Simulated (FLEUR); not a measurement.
# AlSn (P-6m2) in FLEUR: settings compared

The runs below take AlSn through band structure, with RPBE, AM05, r2SCAN, SCAN.

Everything below comes from runs of FLEUR MaX-R8.1 (later development tree). Logs are shortened: lines on timing, memory, paths and dates and some standing lists are left out, and cuts for length are marked.

### 1 The structure

It takes space group P-6m2 (No. 187, hexagonal). Conventional cell: a = 4.198 Å, b = 4.198 Å, c = 3.307 Å, α = 90.00°, β = 90.00°, γ = 120.00°. Around Sn (site symmetry -6m2) lie 6 Al at 2.93 Å and 2 Sn at 3.31 Å. Al (site symmetry -6m2) has 6 Sn at 2.93 Å and 2 Al at 3.31 Å as nearest neighbours.

The cell comes from a database or a generator and needn't be the stable form of this composition.

### 2 Band structure, RPBE

inp.xml

```xml
<?xml version="1.0" encoding="UTF-8" standalone="no"?>
<fleurInput fleurInputVersion="0.39">
   <comment>
      AlSn                                                                                                
   </comment>
   <calculationSetup>
      <cutoffs Kmax="4.24" Gmax="13.2" GmaxXC="13.2" numbands="0"/>
      <scfLoop itmax="60" minDistance="0.00001" maxIterBroyd="15" imix="Anderson" alpha="0.05" precondParam="0.0" spinf="2.0" sdNocoIR="T"/>
      <coreElectrons ctail="T" frcor="F" kcrel="0" coretail_lmax="0"/>
      <xcFunctional name="Rpbe" relativisticCorrections="F"/>
      <magnetism jspins="1"/>
      <soc l_soc="F" theta="0.0" phi="0.0" spav="F"/>
      <expertModes spex="0" secvar="F"/>
      <geometryOptimization l_f="F" forcealpha="1.0" forcemix="BFGS" epsdisp="0.00001" epsforce="0.00001"/>
      <ldaU l_linMix="F" mixParam="0.05" spinf="1.0"/>
   </calculationSetup>
   <cell>
      <bzIntegration valenceElectrons="33.0" mode="hist" fermiSmearingEnergy="0.00183747">
         <kPointListSelection listName="default-1"/>
         <!-- k-points included here -->
         <xi:include xmlns:xi="http://www.w3.org/2001/XInclude" href="kpts.xml"> </xi:include>
      </bzIntegration>
      <!-- symmetry operations included here -->
      <xi:include xmlns:xi="http://www.w3.org/2001/XInclude" href="sym.xml"> </xi:include>
      <bulkLattice scale="1.0">
[... 31 lines left out ...]
            <stateOccupation state="(3p3/2)" spinUp="0.333333" spinDown="0.333333"/>
         </electronConfig>
         <energyParameters s="3" p="3" d="3" f="4"/>
         <lo type="SCLO" l="0" n="2" eDeriv="0"/>
         <lo type="SCLO" l="1" n="2" eDeriv="0"/>
         <lo type="SCLO" l="2" n="3" eDeriv="2"/>
         <lo type="SCLO" l="3" n="4" eDeriv="2"/>
      </species>
   </atomSpecies>
   <atomGroups>
      <atomGroup species="Tin (Sn)">
         <relPos label="                   1">1.000/3.000 -1.000/3.000 1.000/2.000</relPos>
         <force calculate="T" relaxXYZ="TTT"/>
      </atomGroup>
      <atomGroup species="Aluminum (Al)">
         <relPos label="                   2">.0000000000 .0000000000 .0000000000</relPos>
         <force calculate="T" relaxXYZ="TTT"/>
      </atomGroup>
   </atomGroups>
   <output dos="F" band="F" slice="F">
      <checks vchk="F" cdinf="F"/>
      <bandDOS minEnergy="-.5*Htr" maxEnergy="0.5*Htr" sigma="0.015" storeEVData="T"/>
      <vacuumDOS vacdos="F" integ="F" star="F" nstars="0" locx1="0.0" locy1="0.0" locx2="0.0" locy2="0.0" nstm="0" tworkf="0.0"/>
      <unfoldingBand unfoldBand="F" supercellX="1" supercellY="1" supercellZ="1"/>
      <plotting iplot="0" polar="F">
         <plot TwoD="T" vec1="  1.0  0.0  0.0" vec2="  0.0  1.0  0.0" vec3="  0.0  0.0  1.0" zero="  0.0  0.0  0.0" file="plot"/>
      </plotting>
      <chargeDensitySlicing numkpt="0" minEigenval="0.0" maxEigenval="0.0" nnne="0" pallst="F"/>
      <specialOutput eonly="F"/>
      <moessbauerParams electricFieldGradient="T" isomerShift="T" coreHyperfine="T" valenceHyperfine="T"/>
      <magneticCircularDichroism mcd="F" energyLo="-10.0" energyUp="0.0"/>
   </output>
  <!-- We include the file relax.xml here to enable relaxations (see documentation) -->
  <xi:include xmlns:xi="http://www.w3.org/2001/XInclude" href="relax.xml"> <xi:fallback/> </xi:include>
</fleurInput>
```

crystal.txt

```
AlSn
&input cartesian=F /
4.1981056157  0.0000000000  0.0000000000
-2.0990528078  3.6356661109  0.0000000000
0.0000000000  0.0000000000  3.3068470000
1.8897261246
1.0 1.0 1.0

2
50 0.3333333333  0.6666666667  0.5000000000
13 0.0000000000  0.0000000000  0.0000000000

&kpt div1=7 div2=7 div3=8 gamma=T /
```

inp.xml (bands)

```
<?xml version="1.0" encoding="UTF-8" standalone="no"?>
<fleurInput fleurInputVersion="0.39">
   <comment>
      AlSn                                                                                                
   </comment>
   <calculationSetup>
      <cutoffs Kmax="4.24" Gmax="13.2" GmaxXC="13.2" numbands="0"/>
      <scfLoop itmax="60" minDistance="0.00001" maxIterBroyd="15" imix="Anderson" alpha="0.05" precondParam="0.0" spinf="2.0" sdNocoIR="T"/>
      <coreElectrons ctail="T" frcor="F" kcrel="0" coretail_lmax="0"/>
      <xcFunctional name="Rpbe" relativisticCorrections="F"/>
      <magnetism jspins="1"/>
      <soc l_soc="F" theta="0.0" phi="0.0" spav="F"/>
      <expertModes spex="0" secvar="F"/>
      <geometryOptimization l_f="F" forcealpha="1.0" forcemix="BFGS" epsdisp="0.00001" epsforce="0.00001"/>
      <ldaU l_linMix="F" mixParam="0.05" spinf="1.0"/>
   </calculationSetup>
   <cell>
      <bzIntegration valenceElectrons="33.0" mode="hist" fermiSmearingEnergy="0.00183747">
         <kPointListSelection listName="path-1"/>
         <!-- k-points included here -->
         <xi:include xmlns:xi="http://www.w3.org/2001/XInclude" href="kpts.xml"> </xi:include>
      </bzIntegration>
      <!-- symmetry operations included here -->
      <xi:include xmlns:xi="http://www.w3.org/2001/XInclude" href="sym.xml"> </xi:include>
      <bulkLattice scale="1.0">
         <bravaisMatrix>
[... 30 lines left out ...]
            <stateOccupation state="(3p3/2)" spinUp="0.333333" spinDown="0.333333"/>
         </electronConfig>
         <energyParameters s="3" p="3" d="3" f="4"/>
         <lo type="SCLO" l="0" n="2" eDeriv="0"/>
         <lo type="SCLO" l="1" n="2" eDeriv="0"/>
         <lo type="SCLO" l="2" n="3" eDeriv="2"/>
         <lo type="SCLO" l="3" n="4" eDeriv="2"/>
      </species>
   </atomSpecies>
   <atomGroups>
      <atomGroup species="Tin (Sn)">
         <relPos label="                   1">1.000/3.000 -1.000/3.000 1.000/2.000</relPos>
         <force calculate="T" relaxXYZ="TTT"/>
      </atomGroup>
      <atomGroup species="Aluminum (Al)">
         <relPos label="                   2">.0000000000 .0000000000 .0000000000</relPos>
         <force calculate="T" relaxXYZ="TTT"/>
      </atomGroup>
   </atomGroups>
   <output dos="F" band="T" slice="F">
      <checks vchk="F" cdinf="F"/>
      <bandDOS minEnergy="-.5*Htr" maxEnergy="0.5*Htr" sigma="0.015" storeEVData="T"/>
      <vacuumDOS vacdos="F" integ="F" star="F" nstars="0" locx1="0.0" locy1="0.0" locx2="0.0" locy2="0.0" nstm="0" tworkf="0.0"/>
      <unfoldingBand unfoldBand="F" supercellX="1" supercellY="1" supercellZ="1"/>
      <plotting iplot="0" polar="F">
         <plot TwoD="T" vec1="  1.0  0.0  0.0" vec2="  0.0  1.0  0.0" vec3="  0.0  0.0  1.0" zero="  0.0  0.0  0.0" file="plot"/>
      </plotting>
      <chargeDensitySlicing numkpt="0" minEigenval="0.0" maxEigenval="0.0" nnne="0" pallst="F"/>
      <specialOutput eonly="F"/>
      <moessbauerParams electricFieldGradient="T" isomerShift="T" coreHyperfine="T" valenceHyperfine="T"/>
      <magneticCircularDichroism mcd="F" energyLo="-10.0" energyUp="0.0"/>
   </output>
  <!-- We include the file relax.xml here to enable relaxations (see documentation) -->
  <xi:include xmlns:xi="http://www.w3.org/2001/XInclude" href="relax.xml"> <xi:fallback/> </xi:include>
</fleurInput>
```

Potentials or basis: all-electron, FLAPW.

Started as:

```console
> inpgen -f crystal.txt -profile fastHighL
> # inp.xml edited to the form shown
> fleur_MPI
> fleur_MPI   # second run, on inp.xml (bands)
```

Output:

```text
Welcome to FLEUR        (www.flapw.de)
      MaX-Release 8.1          (www.max-centre.eu)

 ========== k-point set info ==========
 Selected k-point list: default-1
 k-point list type: mesh
 7 x 7 x 8
 Number of k points: 40

 ------------Calculation Setup---------------------------
 Number of MPI-tasks      :            1
 Number of PE/node        :            1
 Number of OMP-threads    :            1
 Most efficient MPI parallelization for:
           1           2           4           5           8          10          20          40
 Additional eigenvalue parallelization possible
 Number of basis functions:          534
 Approximate size of matrices (H+S) per k-point:         0.008 GB
 --------------------------------------------------------
 Iteration:     1   Distance:       4.18175188 me/bohr^3
 Iteration:     2   Distance:       3.92083466 me/bohr^3
 Iteration:     3   Distance:       1.57883377 me/bohr^3
 Iteration:     4   Distance:       0.26602728 me/bohr^3
 Iteration:     5   Distance:       0.22487686 me/bohr^3
 Iteration:     6   Distance:       0.06431200 me/bohr^3
 Iteration:     7   Distance:       0.03023160 me/bohr^3
 Iteration:     8   Distance:       0.00714963 me/bohr^3
 Iteration:     9   Distance:       0.00217258 me/bohr^3
 Iteration:    10   Distance:       0.00176548 me/bohr^3
 Iteration:    11   Distance:       0.00033298 me/bohr^3
 Iteration:    12   Distance:       0.00007667 me/bohr^3
 Iteration:    13   Distance:       0.00006981 me/bohr^3
 Iteration:    14   Distance:       0.00001449 me/bohr^3
 Iteration:    15   Distance:       0.00000223 me/bohr^3

 ********************************************************************
 Run finished successfully
 Stop message:
   all done
 ********************************************************************
```

output (bands):

```text
Welcome to FLEUR        (www.flapw.de)
      MaX-Release 8.1          (www.max-centre.eu)

 ========== k-point set info ==========
 Selected k-point list: path-1
 k-point list type: path
 Number of k points: 60

 ------------Calculation Setup---------------------------
 Number of MPI-tasks      :            1
 Number of PE/node        :            1
 Number of OMP-threads    :            1
 Most efficient MPI parallelization for:
           1           2           3           4           5           6          10          12          15          20          30          60
 Additional eigenvalue parallelization possible
 Number of basis functions:          534
 Approximate size of matrices (H+S) per k-point:         0.008 GB
 --------------------------------------------------------
 Fermi energy correction for metals:
 Fermi energy in bands.* files may not be consistent with last density.
 Please correct it manually (e.g. in band.gnu file).

 Note: Band structure data (together with different weights) is also stored in the banddos.hdf file.
       A convenient way of extracting and plotting the data from that file is by making use of the

 ********************************************************************
 Run finished successfully
 Stop message:
   Charge density postprocessing done.
 ********************************************************************
```

out.xml (last iteration):

```text
<iteration numberForCurrentRun="   15" overallNumber="   15">
         <energyParameters units="Htr">
            <atomicEP atomType="1" spin="1" branch="5s" branchLowest="-4.51" branchHighest="0.66" value="-0.0339960927"/>
            <atomicEP atomType="1" spin="1" branch="5p" branchLowest="-2.88" branchHighest="1.26" value="0.1768950468"/>
            <atomicEP atomType="1" spin="1" branch="4d" branchLowest="-16.95" branchHighest="-0.51" value="-0.5244599287"/>
            <atomicEP atomType="1" spin="1" branch="4f" branchLowest="-9.99" branchHighest="1.78" value="0.5254764435"/>
            <loAtomicEP atomType="1" spin="1" branch="4s" branchLowest="-30.62" branchHighest="-4.51" value="-4.5143516923"/>
            <loAtomicEP atomType="1" spin="1" branch="4p" branchLowest="-25.22" branchHighest="-2.88" value="-2.8951192339"/>
            <loAtomicEP atomType="1" spin="1" branch="4p" branchLowest="-25.22" branchHighest="-2.88" value="-2.8951192339"/>
            <loAtomicEP atomType="1" spin="1" branch="4d" branchLowest="-16.95" branchHighest="-0.51" value="-0.5371374004"/>
            <loAtomicEP atomType="1" spin="1" branch="4f" branchLowest="-9.99" branchHighest="1.78" value="0.5254785921"/>
            <atomicEP atomType="2" spin="1" branch="3s" branchLowest="-3.57" branchHighest="1.19" value="0.0221653120"/>
            <atomicEP atomType="2" spin="1" branch="3p" branchLowest="-2.13" branchHighest="1.62" value="0.1764161195"/>
            <atomicEP atomType="2" spin="1" branch="3d" branchLowest="-9.99" branchHighest="1.93" value="0.3531443960"/>
            <atomicEP atomType="2" spin="1" branch="4f" branchLowest="-9.99" branchHighest="3.75" value="0.5202402990"/>
            <loAtomicEP atomType="2" spin="1" branch="2s" branchLowest="-55.12" branchHighest="-3.57" value="-3.5677773575"/>
            <loAtomicEP atomType="2" spin="1" branch="2p" branchLowest="-9.99" branchHighest="-2.13" value="-2.1374088968"/>
            <loAtomicEP atomType="2" spin="1" branch="3d" branchLowest="-9.99" branchHighest="1.93" value="0.3531440434"/>
            <loAtomicEP atomType="2" spin="1" branch="4f" branchLowest="-9.99" branchHighest="3.75" value="0.5202430083"/>
         </energyParameters>
         <eigenvalues>
            <eigenvaluesAt spin="1" ikpt="1" k_x="0.00000000" k_y="0.00000000" k_z="0.00000000">
                      -4.5143523383       -3.5677747606       -2.8872181964       -2.8864934873       -2.8864934873
                      -2.1374165785       -2.1373094256       -2.1373094256       -0.5429995544       -0.5391489461
                      -0.5391489461       -0.5384745604       -0.5384745604       -0.1425990096        0.2309057976
                       0.2309057976        0.2719598878        0.3367889447        0.3549785585        0.3549785585
                       0.4315743376        0.4777122690        0.6735675472        0.7086226396        0.7086226396
                       0.7329903659
            </eigenvaluesAt>
            <eigenvaluesAt spin="1" ikpt="2" k_x="0.00000000" k_y="0.00000000" k_z="0.12500000">
                      -4.5143519334       -3.5677743576       -2.8872295062       -2.8864927769       -2.8864927769
                      -2.1374251828       -2.1373087375       -2.1373087375       -0.5420569371       -0.5391088135
                      -0.5391088135       -0.5388202220       -0.5388202220       -0.1345272712        0.2393741943
                       0.2393741943        0.2510890269        0.2874190227        0.3614365526        0.3614365526
                       0.4733826262        0.5313600883        0.6236731140        0.6236731140        0.6283132614
                       0.7223867632
[... 41 lines left out ...]
            <state n="1" l="0" j="0.5" energy="-55.1198784361" weight="1.0000000000"/>
         </coreStates>
         <allElectronCharges>
            <spinDependentCharge spin="1" total="63.0000000" interstitial="3.4184739" mtSpheres="59.5815261"/>
            <totalCharge value="62.9999999999"/>
         </allElectronCharges>
         <moessbauerParams unitsHFF="kG" unitsIS="e/bohr^3" unitsEFG="Htr/bohr^2">
            <coreIsomerShift atomType="1" isTotal="193894.16443">
               <shell n="1" l="0" isomerShift="169574.79919"/>
               <shell n="2" l="0" isomerShift="19875.95772"/>
               <shell n="2" l="1" isomerShift="477.97618"/>
               <shell n="3" l="0" isomerShift="3865.11491"/>
               <shell n="3" l="1" isomerShift="100.31641"/>
               <shell n="3" l="2" isomerShift="0.00002"/>
            </coreIsomerShift>
            <coreIsomerShift atomType="2" isTotal="1408.38131">
               <shell n="1" l="0" isomerShift="1408.38131"/>
            </coreIsomerShift>
            <isomerShift atomType="1" nucleusRadius="0.0001161" averageDensity="194735.26755"/>
            <isomerShift atomType="2" nucleusRadius="0.0000708" averageDensity="1508.31313"/>
            <electricFieldGradient atomType="1" VXX="-0.26611" VYY="-0.26611" VZZ="0.53221" asymParam="0.00000">
            </electricFieldGradient>
            <electricFieldGradient atomType="2" VXX="-0.02050" VYY="-0.02050" VZZ="0.04101" asymParam="0.00000">
            </electricFieldGradient>
         </moessbauerParams>
         <totalEnergy                                    value="    -6422.3161917055" units="Htr">
            <sumOfEigenvalues                            value="    -3859.4846288011">
               <coreElectrons value="-3808.3714595912"/>
               <valenceElectrons value="-51.1131692098"/>
            </sumOfEigenvalues>
            <densityCoulombPotentialIntegral value="-10371.5015698956"/>
            <densityEffectivePotentialIntegral value="-10610.0085809343"/>
            <chargeDenXCDenIntegral value="-184.4327435165"/>
            <FockExchangeEnergyValence value="0.0000000000"/>
            <FockExchangeEnergyCore value="0.0000000000"/>
            <atomTypeDependentContributions atomType="1">
               <electronNucleiInteractionDifferentMTs value="7488.7472412299"/>
               <MadelungTerm value="-20.9281650369"/>
            </atomTypeDependentContributions>
            <atomTypeDependentContributions atomType="2">
               <electronNucleiInteractionDifferentMTs value="287.2102409965"/>
               <MadelungTerm value="-5.7709681111"/>
            </atomTypeDependentContributions>
            <tkbTimesEntropy value="0.0001674119"/>
            <freeEnergy value="-6422.3163591174"/>
            <extrapolationTo0K value="-6422.3162754115"/>
         </totalEnergy>
         <densityConvergence units="me/bohr^3">
            <chargeDensity spin="1" distance="0.0000022266"/>
         </densityConvergence>
      </iteration>
```

Run time: 1.9 min. Hardware: 1 thread of Arm Neoverse V2, shared host; peak memory 0.09 GiB.

What came out:

* Free energy: -174760.1310 eV
* Band gap along the path: none (metal or under the smearing width)
* Valence electrons inside the program's atomic spheres: Sn 20.29; Al 9.29 (radii Sn 2.66, Al 2.31 bohr)

Levels at the corners of the path, in eV from the Fermi level:
```tsv
point	band 14	band 15	band 16	band 17	band 18	band 19
Γ	-10.43	-0.27	-0.27	0.85	2.62	3.11
M	-8.58	-6.34	-1.87	0.68	4.46	6.51
K	-8.14	-6.37	-3.95	5.08	5.52	5.90
Γ	-10.43	-0.27	-0.27	0.85	2.62	3.11
A	-7.37	-6.24	2.73	2.73	3.52	3.52
L	-5.62	-4.25	-3.19	-2.34	1.19	2.31
H	-5.24	-3.66	-3.16	-2.59	-0.83	0.16
A	-7.37	-6.24	2.73	2.73	3.52	3.52
L	-5.62	-4.25	-3.19	-2.34	1.19	2.31
M	-8.58	-6.34	-1.87	0.68	4.46	6.51
K	-8.14	-6.37	-3.95	5.08	5.52	5.90
H	-5.24	-3.66	-3.16	-2.59	-0.83	0.16
```

Core levels (eV from the Fermi level):
```csv
atom,levels
1 Sn,"1s1/2 -28992.0, 2s1/2 -4371.2, 2p1/2 -4081.4, 2p3/2 -3850.9, 3s1/2 -839.7, 3p1/2 -722.2, 3p3/2 -680.1, 3d3/2 -473.0, 3d5/2 -464.3"
2 Al,1s1/2 -1506.4
```

Caveat: spin-orbit coupling is left out, which moves the levels of the heavy elements.

### 3 Band structure, AM05

Changes to inp.xml since step 2:

```diff
@@ -9,3 +9,5 @@
       <coreElectrons ctail="T" frcor="F" kcrel="0" coretail_lmax="0"/>
-      <xcFunctional name="Rpbe" relativisticCorrections="F"/>
+      <xcFunctional name="LibXC" relativisticCorrections="F">
+         <LibXCName exchange="gga_x_am05" correlation="gga_c_am05"/>
+      </xcFunctional>
       <magnetism jspins="1"/>
```

crystal.txt is that of step 2.

Changes to inp.xml (bands) since step 2:

```diff
@@ -9,3 +9,5 @@
       <coreElectrons ctail="T" frcor="F" kcrel="0" coretail_lmax="0"/>
-      <xcFunctional name="Rpbe" relativisticCorrections="F"/>
+      <xcFunctional name="LibXC" relativisticCorrections="F">
+         <LibXCName exchange="gga_x_am05" correlation="gga_c_am05"/>
+      </xcFunctional>
       <magnetism jspins="1"/>
```

Potentials or basis: all-electron, FLAPW.

Started as:

```console
> inpgen -f crystal.txt -profile fastHighL
> # inp.xml edited to the form shown
> fleur_MPI
> fleur_MPI   # second run, on inp.xml (bands)
```

It took 1.9 min on 1 thread of Arm Neoverse V2, shared host; peak memory 0.09 GiB.

Results (log left out):

* Free energy: -174587.8780 eV
* Band gap along the path: none (metal or under the smearing width)
* Valence electrons inside the program's atomic spheres: Sn 20.32; Al 9.29 (radii Sn 2.66, Al 2.31 bohr)

Levels at the corners of the path, in eV from the Fermi level:
```csv
point,band 14,band 15,band 16,band 17,band 18,band 19
Γ,-10.47,-0.22,-0.22,0.70,2.61,3.11
M,-8.64,-6.33,-1.84,0.56,4.43,6.51
K,-8.22,-6.32,-3.97,5.03,5.46,5.81
Γ,-10.47,-0.22,-0.22,0.70,2.61,3.11
A,-7.45,-6.21,2.72,2.72,3.60,3.60
L,-5.75,-4.22,-3.19,-2.32,1.18,2.39
H,-5.40,-3.63,-3.12,-2.55,-0.88,0.15
A,-7.45,-6.21,2.72,2.72,3.60,3.60
L,-5.75,-4.22,-3.19,-2.32,1.18,2.39
M,-8.64,-6.33,-1.84,0.56,4.43,6.51
K,-8.22,-6.32,-3.97,5.03,5.46,5.81
H,-5.40,-3.63,-3.12,-2.55,-0.88,0.15
```

Core levels (eV from the Fermi level):
```tsv
atom	levels
1 Sn	1s1/2 -28959.3, 2s1/2 -4367.7, 2p1/2 -4080.8, 2p3/2 -3850.5, 3s1/2 -838.7, 3p1/2 -722.2, 3p3/2 -680.1, 3d3/2 -473.7, 3d5/2 -465.0
2 Al	1s1/2 -1500.4
```

Caveat: spin-orbit coupling is left out, which moves the levels of the heavy elements.

(Part 1 of 2 ends here.)
